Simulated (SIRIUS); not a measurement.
HPbNO4: single point with PBE

Crystal: HPbNO4.

```
CELL_PARAMETERS angstrom
3.85404 0.14384 0.09012
-0.25320 5.52698 0.16471
-0.48197 -1.92720 5.72025
ATOMIC_POSITIONS crystal
H 0.09417 0.65249 0.55005
Pb 0.60528 0.51564 0.15510
N 0.92822 0.96629 0.95871
O 0.01648 0.12958 0.87762
O 0.70978 0.00114 0.12867
O 0.00782 0.74454 0.86968
O 0.10479 0.58988 0.37446
```

The cell was built by a generator and needn't be a form met in nature.

The cell isn't the ideal one: atoms moved at random, drawn with an rms of 0.05 Å.

```json
{
 "Program": "SIRIUS 7.12.0",
 "Task": "single point",
 "Functional": "PBE",
 "Potentials or basis": "PseudoDojo 0.4.1 PBE standard (scalar relativistic)",
 "Cutoff": "1152 eV",
 "Density cutoff": "4606 eV",
 "k mesh": "7 × 5 × 5",
 "Occupations": "fermi-dirac, width 0.05 eV",
 "Spin": "no spin polarisation"
}
```

The pressure is 0.6 GPa, the largest force is 3.580 eV/Å and the band gap on the k mesh is 3.21 eV.

Forces on the atoms (eV/Å):
```
H    0.265  0.018 -1.604
Pb  -0.257  0.122 -0.258
N   -2.529 -2.278  1.108
O    0.396  2.624  0.040
O    1.384  1.031 -0.876
O    0.688 -1.503 -0.347
O    0.055 -0.013  1.937
```

Stress tensor (GPa, compression positive):
```
-0.40 -0.86  2.03
-0.86  4.86  0.99
 2.03  0.99 -2.69
```

It took 3.8 min on 4 threads of Intel(R) Xeon(R) 6975P-C (Granite Rapids), on a shared host, peak memory 3 GiB.

Caveat: spin-orbit coupling is left out, which as a rule narrows the gap of such compounds by several tenths of an eV; an odd mesh through Γ misses points on the zone boundary, where band edges often lie.
